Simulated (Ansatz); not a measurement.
Turn this script for the Ansatz DFT code, driven from Python into the input file that the command-line program reads.

`run_deck.py`
```python
"""BH7SeSi2 through the session interface."""

import ansatz


def main() -> None:
    deck = {
        "crystal": {
            "periodic": [False, False, False],
            "atoms": [
                {"symbol": "B", "position_ang": [-0.9312, 1.5767, -0.5991]},
                {"symbol": "Si", "position_ang": [0.8546, 1.0267, -0.4202]},
                {"symbol": "Se", "position_ang": [1.0896, -0.0528, 1.5585]},
                {"symbol": "Si", "position_ang": [0.0236, -1.8459, 0.8042]},
                {"symbol": "H", "position_ang": [-1.3102, 2.2023, -1.5972]},
                {"symbol": "H", "position_ang": [-1.7667, 1.4018, 0.2364]},
                {"symbol": "H", "position_ang": [1.7707, 2.205, -0.4474]},
                {"symbol": "H", "position_ang": [1.2465, 0.1467, -1.5352]},
                {"symbol": "H", "position_ang": [0.6144, -2.3855, -0.3449]},
                {"symbol": "H", "position_ang": [-1.4182, -1.4444, 0.4898]},
                {"symbol": "H", "position_ang": [-0.1077, -2.8877, 1.8757]},
            ],
        },
        "basis": {"gaussian": {"orbitals": "def2-SVP"}},
        "hamiltonian": {"xc": {"name": "wB97M-V"}},
    }
    session = ansatz.Session.from_dict(deck)
    summary = session.plan(threads=1).execute().report

    for key in ("converged", "free_energy_ev", "reference_energy_ev", "n_frozen", "n_occupied", "n_virtual"):
        print(f"{key:22s} {summary[key]}")
    symbols = ["B", "Si", "Se", "Si", "H", "H", "H", "H", "H", "H", "H"]


if __name__ == "__main__":
    main()
```

```console
$ python run_deck.py
converged              True
free_energy_ev         -81875.4469146361
reference_energy_ev    -81875.4469146361
n_frozen               0
n_occupied             [37, 37]
n_virtual              [80, 80]
```

`input.yaml`:
```yaml
crystal:
  periodic: [false, false, false]
  atoms:
    - { symbol: B, position_ang: [-0.9312, 1.5767, -0.5991] }
    - { symbol: Si, position_ang: [0.8546, 1.0267, -0.4202] }
    - { symbol: Se, position_ang: [1.0896, -0.0528, 1.5585] }
    - { symbol: Si, position_ang: [0.0236, -1.8459, 0.8042] }
    - { symbol: H, position_ang: [-1.3102, 2.2023, -1.5972] }
    - { symbol: H, position_ang: [-1.7667, 1.4018, 0.2364] }
    - { symbol: H, position_ang: [1.7707, 2.205, -0.4474] }
    - { symbol: H, position_ang: [1.2465, 0.1467, -1.5352] }
    - { symbol: H, position_ang: [0.6144, -2.3855, -0.3449] }
    - { symbol: H, position_ang: [-1.4182, -1.4444, 0.4898] }
    - { symbol: H, position_ang: [-0.1077, -2.8877, 1.8757] }
basis:
  gaussian:
    orbitals: def2-SVP
hamiltonian:
  xc:
    name: wB97M-V
```

Total energies depend on the basis set; only differences at equal settings carry meaning. The geometry is a force-field or estimated start, not a minimum of this method, and the basis set is short of its limit. Finished in 26 s on 1 thread of Arm Neoverse V1 (shared host), peak memory 0.44 GiB.

(Lines on the test bed's own set-up are left out of the output.)
